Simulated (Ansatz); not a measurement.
# C2H6AlNOSi: one species, many methods

Aim: compute C2H6AlNOSi with functionals from several rungs and with coupled cluster, and see how far each lands from CCSD(T) at the basis-set limit for the atomisation energy.

Method: functionals in def2-TZVPP, the program's frozen cores in correlated methods; program: Ansatz 0.2.0, Gaussian basis.

Plan: PBE-D4, r2SCAN-D4, PBE0-D4, B3LYP-D4, ωB97X-V, ωB97M-V, B2PLYP; CCSD(T)/def2-TZVPP; MP2/def2-QZVPP; extrapolation to the limit.

**1. Structure used throughout**

An earlier PBE0-D4 in a triple-zeta def2 set relaxation fixed the geometry.

12 atoms, charge 0, spin multiplicity 1.

Atoms are counted from 1 here; the program's logs count them from 0.

Bond lengths: O1–C2 1.330 Å, O1–H7 0.970 Å, C2–N3 1.280 Å, C2–Si5 1.885 Å, N3–C4 1.485 Å, C4–Si5 1.910 Å, C4–H8 1.092 Å, C4–H9 1.092 Å, Si5–Al6 2.461 Å, Si5–H10 1.496 Å, Al6–H11 1.587 Å, Al6–H12 1.588 Å. Angles: C2–O1–H7 107.3°, O1–C2–N3 124.3°, O1–C2–Si5 138.5°, N3–C2–Si5 97.2°, C2–N3–C4 103.4°, N3–C4–Si5 89.5°, N3–C4–H8 111.4°, N3–C4–H9 111.6°, Si5–C4–H8 116.6°, Si5–C4–H9 118.2°, H8–C4–H9 108.3°, C2–Si5–C4 69.9°, C2–Si5–Al6 117.9°, C2–Si5–H10 114.0°, C4–Si5–Al6 122.1°, C4–Si5–H10 115.8°, Al6–Si5–H10 111.4°, Si5–Al6–H11 120.1° and more.

**2. PBE-D4 (GGA)**

File in.yaml:

```yaml
crystal:
  periodic: [false, false, false]
  atoms:
    - {symbol: O, position_ang: [1.037427, -2.331841, 0.347377]}
    - {symbol: C, position_ang: [0.275429, -1.355138, -0.135655]}
    - {symbol: N, position_ang: [-0.951358, -1.497907, -0.473185]}
    - {symbol: C, position_ang: [-1.336615, -0.145115, -0.948578]}
    - {symbol: Si, position_ang: [0.408025, 0.489755, -0.499357]}
    - {symbol: Al, position_ang: [0.798213, 2.011783, 1.395364]}
    - {symbol: H, position_ang: [0.494647, -3.135464, 0.371656]}
    - {symbol: H, position_ang: [-1.594707, -0.154711, -2.009720]}
    - {symbol: H, position_ang: [-2.188997, 0.248566, -0.391295]}
    - {symbol: H, position_ang: [1.298692, 0.819571, -1.655682]}
    - {symbol: H, position_ang: [2.055638, 1.800534, 2.340578]}
    - {symbol: H, position_ang: [-0.219395, 3.194666, 1.692695]}
basis:
  gaussian: {orbitals: def2-TZVPP}
hamiltonian: {xc: pbe, dispersion: d4}
output: {forces: true, orbitals: {seedname: orbitals}}
```

Command:

```bash
> ansatz run in.yaml --threads 4 --pin off --events-out ev --progress --plain --max-ram 10444MiB
```

After this run come: r2SCAN-D4 (meta-GGA); PBE0-D4 (hybrid); B3LYP-D4 (hybrid); ωB97X-V (range-separated); ωB97M-V (range-separated); B2PLYP (double hybrid); CCSD(T) in def2-TZVPP; MP2 in def2-QZVPP.

Before running them: what should the planned runs give, taken together? Wanted: atomisation energy, CCSD(T)/CBS; farthest; mean size of error, hybrid; mean size of error, range-separated; gap, smallest and largest; T1 diagnostic; triples share of the correlation energy.

**Answer**, as computed:

```
                               quantity                                  value
        atomisation energy, CCSD(T)/CBS                          4243.4 kJ/mol
 functionals within 21.2 kJ/mol (0.5 %)  r2SCAN-D4, PBE0-D4, B3LYP-D4, ωB97M-V
                               farthest                 PBE-D4 (+127.1 kJ/mol)
             mean size of error, hybrid                            10.4 kJ/mol
    mean size of error, range-separated                            25.4 kJ/mol
              gap, smallest and largest    2.55 eV (PBE-D4), 8.63 eV (ωB97X-V)
                          T1 diagnostic                                 0.0146
triples share of the correlation energy                                  4.3 %
```

**Reading.** PBE-D4 is off by +127.1 kJ/mol. Double hybrids carry the basis error of their MP2 part in triple zeta, and no dispersion term here, so their miss is partly the set-up's. The reference freezes the cores and leaves out relativity and excitations past (T), so misses under about 21.2 kJ/mol can't be ranked. Hartree-Fock recovers 69 % of the binding; the rest is correlation. Orbital gaps span 2.6 to 8.6 eV; exact exchange widens them.
